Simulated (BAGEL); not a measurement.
**GaBrF2 (SMILES [F][Ga]([F])[Br]) at HF/3-21G (density fitting with qzvpp-jkfit)**

Aim: the vertical electron affinity of GaBrF2 at HF/3-21G (density fitting with qzvpp-jkfit), from 2 runs. 

The calculation is run with BAGEL 1.2.2.

**1. Starting point**

The species is GaBrF2 (4 atoms), meant as a singlet with charge 0. As SMILES, `[F][Ga]([F])[Br]`. The coordinates come from a PBE0-D4/def2-TZVP relaxation.

Bond lengths: F1–Ga2 1.731 Å, Ga2–F3 1.731 Å, Ga2–Br4 2.237 Å. Angles: F1–Ga2–F3 115.9°, F1–Ga2–Br4 122.0°, F3–Ga2–Br4 122.0°.

**2. A single-point energy at HF/3-21G (density fitting with qzvpp-jkfit)**

File calc.json:

```json
{ "bagel" : [

{
  "title" : "molecule",
  "basis" : "3-21g",
  "df_basis" : "qzvpp-jkfit",
  "angstrom" : true,
  "geometry" : [
    { "atom" : "F", "xyz" : [      -0.791100,      -0.453200,       1.527800 ] },
    { "atom" : "Ga", "xyz" : [       0.056900,      -0.066300,       0.069400 ] },
    { "atom" : "F", "xyz" : [       1.694200,      -0.619800,      -0.023200 ] },
    { "atom" : "Br", "xyz" : [      -0.904500,       1.079000,      -1.594200 ] }
  ]
},

{ "title" : "hf", "charge" : 0 },

{ "title" : "print", "file" : "orbitals.molden", "orbitals" : true }

]}
```

The run is started by

```
$ BAGEL_NUM_THREADS=1 BAGEL calc.json > calc.out
```

Output:

```text
* using 1 threads per process

  ===============================================================
  ===============================================================

  *** Geometry ***

  { "atom" : "F", "xyz" : [     -1.494962,     -0.856424,      2.887124 ] },
  { "atom" : "Ga", "xyz" : [      0.107525,     -0.125289,      0.131147 ] },
  { "atom" : "F", "xyz" : [      3.201574,     -1.171252,     -0.043842 ] },
  { "atom" : "Br", "xyz" : [     -1.709257,      2.039014,     -3.012601 ] },

  Number of auxiliary basis functions:      686

  Since a DF basis is specified, we compute 2- and 3-index integrals:
    o Being stored without compression. Storage requirement is 0.021 GB

  Number of basis functions:       62
  Number of electrons      :       84

    * METHOD: MOLECULE                             0.42

  *** RHF ***

  === Nuclear Repulsion ===
   537.7013452244

      * DIIS with orbital gradients will be used.

  === RHF iteration (3-21g) ===
      0      -4671.67199700          0.02434290           0.14
      1      -4671.80379403          0.01527197           0.13
      2      -4671.86524332          0.00069018           0.13
      3      -4671.86570263          0.00018664           0.13
      4      -4671.86573841          0.00006087           0.13
      5      -4671.86574296          0.00001453           0.13
      6      -4671.86574324          0.00000218           0.13
      7      -4671.86574324          0.00000077           0.13
      8      -4671.86574324          0.00000031           0.13
      9      -4671.86574324          0.00000007           0.13
     10      -4671.86574324          0.00000002           0.13
     11      -4671.86574324          0.00000001           0.13
    * SCF iteration converged.

    * Permanent dipole moment:
           (    0.123680,    -0.147467,     0.214017) a.u.

    * METHOD: HF                                   1.85

    * METHOD: PRINT                                0.01

  ===============================================================
```

Run time: 2.4 s. Hardware: 1 thread of Arm Neoverse V1, shared host; peak memory 0.14 GiB.

**3. The doublet anion, same level**

File calc.json:

```json
{ "bagel" : [

{
  "title" : "molecule",
  "basis" : "3-21g",
  "df_basis" : "qzvpp-jkfit",
  "angstrom" : true,
  "geometry" : [
    { "atom" : "F", "xyz" : [   -0.791100,   -0.453200,    1.527800 ] },
    { "atom" : "Ga", "xyz" : [    0.056900,   -0.066300,    0.069400 ] },
    { "atom" : "F", "xyz" : [    1.694200,   -0.619800,   -0.023200 ] },
    { "atom" : "Br", "xyz" : [   -0.904500,    1.079000,   -1.594200 ] }
  ]
},
{
  "title" : "uhf",
  "charge" : -1,
  "nopen" : 1
},
{
  "title" : "print",
  "file" : "orbitals.molden",
  "orbitals" : true
}

]}
```

The run is started by

```
$ BAGEL_NUM_THREADS=1 BAGEL calc.json > calc.out
```

Output:

```text
* using 1 threads per process

  ===============================================================
  ===============================================================

  *** Geometry ***

  { "atom" : "F", "xyz" : [     -1.494962,     -0.856424,      2.887124 ] },
  { "atom" : "Ga", "xyz" : [      0.107525,     -0.125289,      0.131147 ] },
  { "atom" : "F", "xyz" : [      3.201574,     -1.171252,     -0.043842 ] },
  { "atom" : "Br", "xyz" : [     -1.709257,      2.039014,     -3.012601 ] },

  Number of auxiliary basis functions:      686

  Since a DF basis is specified, we compute 2- and 3-index integrals:
    o Being stored without compression. Storage requirement is 0.021 GB

  Number of basis functions:       62
  Number of electrons      :       84

    * METHOD: MOLECULE                             0.43

  *** Open-shell HF ***

  === Nuclear Repulsion ===
   537.7013452244

      * DIIS with orbital gradients will be used.

  === UHF iteration (3-21g) ===
      0      -4671.61065366          0.04941655           0.27
      1      -4671.75628389          0.03110949           0.26
      2      -4671.80105106          0.01806795           0.27
      3      -4671.82405642          0.00049469           0.27
      4      -4671.82431860          0.00019095           0.26
      5      -4671.82437389          0.00005929           0.26
      6      -4671.82438051          0.00001331           0.27
      7      -4671.82438100          0.00000419           0.27
      8      -4671.82438106          0.00000197           0.26
      9      -4671.82438107          0.00000077           0.26
     10      -4671.82438107          0.00000042           0.26
     11      -4671.82438107          0.00000036           0.26
     12      -4671.82438107          0.00000036           0.27
     13      -4671.82438107          0.00000035           0.27
     14      -4671.82438107          0.00000034           0.27
     15      -4671.82438108          0.00000028           0.26
     16      -4671.82438109          0.00000020           0.26
     17      -4671.82438110          0.00000011           0.26
     18      -4671.82438110          0.00000004           0.26
     19      -4671.82438110          0.00000002           0.27
     20      -4671.82438110          0.00000001           0.26
    * SCF iteration converged.

    * S^2 (UHF) is 0.7550

    * Permanent dipole moment:
           (    0.347926,    -0.396017,     0.600117) a.u.

    * METHOD: UHF                                  5.85

    * METHOD: PRINT                                0.01

  ===============================================================
```

Wall time 6.6 s (1 thread of Arm Neoverse V1, shared host); peak memory 0.14 GiB.

**4. What came out**

At HF/3-21G (density fitting with qzvpp-jkfit):

| quantity | value |
| --- | --- |
| singlet GaBrF2: total energy | -4671.86574 Eh |
| singlet GaBrF2: dipole moment | 0.73 D |
| singlet GaBrF2: HOMO energy | -12.18 eV |
| singlet GaBrF2: LUMO energy | 1.42 eV |
| singlet GaBrF2: HOMO–LUMO gap | 13.60 eV |
| doublet anion: total energy | -4671.82438 Eh |
| doublet anion: ⟨S²⟩ | 0.755 |
| vertical electron affinity (to the doublet anion) | -1.126 eV |

What this shows: The anion lies 1.13 eV (26 kcal/mol) above the neutral: the electron isn't bound at this level, and such a value depends on the basis. Without diffuse functions anions come out too high. Hartree–Fock misses the correlation that binds many anions.
